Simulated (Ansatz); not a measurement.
# BBrH2: molecular dynamics

The plan is to follow the molecule's vibrations and see whether its bonds hold. The start is relaxed first. Runs: 300 steps of 0.5 fs at constant energy, with velocities drawn for 400 K. SMILES of the start: BBr.

Program: Ansatz 0.2.0. Level of theory: RKS B3LYP-D4/def2-SVP. These are calculated values, not measurements.

### 1 The structure to begin with

Bond lengths: B1–Br2 1.940 Å, B1–H3 1.220 Å, B1–H4 1.231 Å. Angles: Br2–B1–H3 124.4°, Br2–B1–H4 118.0°, H3–B1–H4 117.6°.

Coordinates:

```xyz
4

B    -0.1374   -0.0102   -0.0834
Br    1.5478   -0.3555    0.8146
H    -1.1798   -0.5956    0.1592
H    -0.1751    0.9010   -0.9107
```

### 2 Relaxing the start

Contents of input.yaml:

```yaml
crystal:
  periodic: [false, false, false]
  atoms:
    - { symbol: B, position_ang: [-0.1374, -0.0102, -0.0834] }
    - { symbol: Br, position_ang: [1.5478, -0.3555, 0.8146] }
    - { symbol: H, position_ang: [-1.1798, -0.5956, 0.1592] }
    - { symbol: H, position_ang: [-0.1751, 0.901, -0.9107] }
basis:
  gaussian: { orbitals: def2-SVP }
hamiltonian:
  xc: b3lyp
  dispersion: d4
relax:
  f_tol: 0.02
  max_steps: 40
scf:
  lower_state_search: "off"
```

Run with:

```sh
$ ansatz run input.yaml --threads 1 --pin off --max-ram 2048MiB --backend cpu --events-out ev --progress --plain --runs-dir out
```

The runs that follow: Dynamics.

Q: Predict the outcome of this session. Wanted: relaxation of the start; temperature, first and last step; temperature, second half; potential energy, second half; largest change of the total energy; bonds formed or broken.

**Answer**, as computed:

| quantity | value |
| --- | --- |
| relaxation of the start | 3 moves, 0.066 eV lower |
| length | 300 steps of 0.5 fs |
| temperature, first and last step | 400 and 115 K |
| temperature, second half | mean 206 K, from 22 to 361 K |
| potential energy, second half | +13 meV/atom from the start |
| largest change of the total energy | 0.13 meV/atom |
| bonds formed or broken | 0 |

The temperature starts at 400 K and averages 206 K in the second half, where it ranges from 22 to 361 K. About half is expected from a start at a minimum: kinetic energy passes into potential energy until both shares match. The total energy strays from its start by at most 0.13 meV/atom, 1.0 % of the mean kinetic energy, which is good for a step of 0.5 fs. The bonds all hold. A run of 150 fs with 4 atoms shows the motion but fixes no equilibrium value. The nuclei move classically, without zero-point motion, which matters most for hydrogen.
